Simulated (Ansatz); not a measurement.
The system is Ge2Sb2Te5.

```xyz
9
Lattice="4.2941 0.0000 0.0000 -2.1470 3.7188 0.0000 0.0000 0.0000 17.1013" Properties=species:S:1:pos:R:3 pbc="T T T"
Te    2.1470    1.2396    7.1807
Te    0.0000    2.4792    9.9206
Te    0.0000    2.4792    3.4466
Te    2.1470    1.2396   13.6547
Te    0.0000    0.0000    0.0000
Sb    0.0000    0.0000    5.4736
Sb    0.0000    0.0000   11.6278
Ge    2.1470    1.2396    1.7596
Ge    0.0000    2.4792   15.3417
```

The cell comes from a database or a generator and needn't be the stable form of this composition.

- Program: Ansatz 0.2.0
- Task: relaxation of cell and atoms
- Functional: PBEsol
- Dispersion: D3(BJ)
- Potentials or basis: Ansatz PAW
- Cutoff: 420 eV (not typed: the program's choice for these potentials)
- k mesh: 7 × 7 × 2
- Occupations: fermi-dirac, width 0.05 eV
- Spin: no spin polarisation

At the start: volume 30.34 Å³/atom.

Problem. How do energy, volume and symmetry change on relaxing?

Solution. It ends after 6 steps and the volume is 27.55 Å³/atom (-9.2 %); space group P-3m1 (No. 164, to 0.05 Å).

Step by step:
| step | energy change (eV) | largest force (eV/Å) | volume (Å³) |
| --- | --- | --- | --- |
| 1 | 0.0000 | 0.1307 | 273.09 |
| 2 | -0.2332 | 0.4447 | 239.10 |
| 3 | -0.3487 | 0.0452 | 250.48 |
| 4 | -0.3537 | 0.0204 | 248.12 |
| 5 | -0.3539 | 0.0050 | 247.92 |
| 6 | -0.3491 | 0.0051 | 247.92 |

Final structure:
```
CELL_PARAMETERS angstrom
4.16204 0.00000 0.00000
-2.08102 3.60443 0.00000
0.00000 0.00000 16.52626
ATOMIC_POSITIONS crystal
Te 0.66667 0.33333 0.42425
Te 0.33333 0.66667 0.57575
Te 0.33333 0.66667 0.19949
Te 0.66667 0.33333 0.80051
Te 0.00000 0.00000 0.00000
Sb 0.00000 0.00000 0.31947
Sb 0.00000 0.00000 0.68053
Ge 0.66667 0.33333 0.10083
Ge 0.33333 0.66667 0.89917
```

Caveat: the plane-wave basis is chosen anew once the cell has moved, so the energies of steps on either side of that aren't comparable; pairwise dispersion overbinds metals, which lowers pressure and volume; the PAW data sets come from PBE, with cores solved anew for the run's functional, which leaves a small shift of forces and pressure.
